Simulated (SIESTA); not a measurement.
# In in SIESTA: convergence with vacuum

The system is In, a slab with vacuum.

```
CELL_PARAMETERS angstrom
3.33927 0.00000 0.00000
-1.66964 2.89190 0.00000
0.00000 0.00000 14.20750
ATOMIC_POSITIONS crystal
In 0.66667 0.33333 0.21116
In 0.33333 0.66667 0.40412
In 0.66667 0.33333 0.59587
In 0.33333 0.66667 0.78884
```

The slab is cut from a database's or a generator's crystal, which needn't be the stable form of the element.

| Quantity | Value |
| --- | --- |
| Program | SIESTA 5.4.2 |
| Task | single point |
| Functional | LDA |
| Potentials or basis | PseudoDojo 0.4 standard (LDA files) |
| Basis | DZP (energy shift 0.003 Ry; two zetas on semicore shells) |
| Grid cutoff | 500 Ry |
| Energy shift | 0.003 Ry |
| k mesh | 7 × 7 × 1 |
| Occupations | fermi-dirac, width 0.05 eV |
| Spin | no spin polarisation |

These are the settings of the first run; the series varies vacuum, with any setting tied to it.

Hardware: 1 thread of Arm Neoverse V2 (shared host).

Q: The values tried are 6, 8, 10, 12, 15, 20, loosest first. From which on does the largest force stay within 0.005 eV/Å of the tightest run that finished?

A: From 8 on.

```csv
vacuum,"energy less the tightest run, at zero smearing (meV/atom)",largest force (eV/Å),SCF cycles,CPU time (s),peak memory (GiB)
6,-22.07,0.198,11,84,0.43
8,-0.70,0.240,12,93,0.46
10,0.00,0.244,13,91,0.44
12,0.00,0.244,12,89,0.46
15,0.00,0.244,12,87,0.45
20,0.00,0.243,12,85,0.46
```

Against the tightest run, the energy stays within 1 meV/atom from 8 on. The tightest run that finished is the yardstick and may itself not be fully converged.
